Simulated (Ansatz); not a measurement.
# As2I: the cost of one run

Method: DFT, r2SCAN, no spin polarisation, plane waves, PAW, in Ansatz 0.2.0.

**1. The structure**

It takes space group P4/nmm (No. 129, tetragonal). Conventional cell: a = 4.305 Å, b = 4.305 Å, c = 8.817 Å, α = 90.00°, β = 90.00°, γ = 90.00°. As (site symmetry 4mm) has 4 I at 3.10 Å as nearest neighbours. Around As (site symmetry -4m2) lie 4 As at 3.04 Å and 4 I at 3.18 Å. I (site symmetry 4mm) is surrounded by 8 As at 3.10 to 3.18 Å.

Its coordinates follow in the input file.

It starts from an earlier solution of the starting cell (checkpoint.read).

**2. Relaxing**

input.yaml

```yaml
crystal:
  lattice:
    - [4.305028, 0.0, 0.0]
    - [0.0, 4.305028, 0.0]
    - [0.0, 0.0, 8.817279]
  atoms:
    - { symbol: As, position: [0.0, 0.5, 0.33] }
    - { symbol: As, position: [0.5, 0.0, 0.67] }
    - { symbol: As, position: [0.0, 0.0, 0.0] }
    - { symbol: As, position: [0.5, 0.5, 0.0] }
    - { symbol: I, position: [0.0, 0.5, 0.735] }
    - { symbol: I, position: [0.5, 0.0, 0.265] }
  symmetry: { tolerance: 0.0003 }
kpoints:
  mp_grid: { grid: [8, 8, 4], shift: [0, 0, 0] }
magnetization:
  spin_polarized: false
scf:
  occupations: { method: fermi_dirac }
  lower_state_search: "off"
hamiltonian:
  pseudopotentials: { kind: paw }
  xc: r2scan
basis:
  ecutwfc: 500
  fft_grid_basis: typed
relax:
  max_steps: 80
  f_tol: 0.03
output:
  forces: true
  stress: true
  eigenvalues: true
  bader: true
  populations: true
  elf: true
  write_potential: true
  volumetric_format: npy
  dos:
    e_range: [-12, 8]
    de: 0.05
    projected: { site_lists: { As: [As], I: [I] } }
  write_density: true
checkpoint:
  read: saved_state
```

Launch:

```console
$ ansatz run input.yaml --threads 2 --pin off --max-ram 2560MiB --backend cpu --events-out ev --progress --plain --runs-dir out
```

What time and memory should one allow on 2 threads of Arm Neoverse V1, shared host?

About 6.3 min, with a peak of 1.1 GiB.
